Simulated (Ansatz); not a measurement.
HfIn4SiO6:

```xyz
12
Lattice="5.2774 0.0000 0.0000 -2.6387 4.5704 0.0000 0.0000 0.0000 10.5590" Properties=species:S:1:pos:R:3 pbc="T T T"
Hf    2.6387    1.5234    0.0000
In    0.0000    0.0000    3.2148
In    0.0000    0.0000    7.3442
In    0.0000    3.0469    8.3331
In    0.0000    3.0469    2.2260
Si    0.0000    0.0000    0.0000
O     3.2747    3.2219    9.5002
O     1.4858    0.1234    1.0589
O     0.8498    1.2250    9.5002
O     2.0027    3.2219    1.0589
O     3.7916    0.1234    9.5002
O     4.4277    1.2250    1.0589
```

The cell was built by a generator and needn't be a form met in nature.

Base run:

| Item | Value |
| --- | --- |
| Program | Ansatz 0.2.0 |
| Functional | revPBE |
| Potentials or basis | all-electron LAPW, scalar-relativistic |
| Cutoff | 388 eV |
| Density cutoff | 1550 eV |
| Basis error allowed | 0.002 eV/atom |
| k mesh | 4 × 4 × 2 |
| Occupations | fermi-dirac, width 0.05 eV |
| Spin | no spin polarisation |

Its results: band gap on the k mesh 0.39 eV, indirect (least direct gap 1.78 eV); pressure 1.7 GPa; largest force 0.138 eV/Å.

After a change of settings the same cell gave: band gap on the k mesh 0.38 eV, indirect (least direct gap 1.64 eV); pressure -5.5 GPa; largest force 0.571 eV/Å. Which change was it?
A. functional from revPBE to LDA
B. functional from revPBE to RPBE
C. functional from revPBE to PBE; hubbard terms from none to Hf d U = 6 eV
D. functional from revPBE to PBE

A.

LDA binds more tightly than revPBE, so the same cell stands under less pressure.

Caveats: spin-orbit coupling is left out, which moves the levels of the heavy elements; the mesh misses the band edges, which the band path finds closer together.

Not every run made on this cell is shown here.
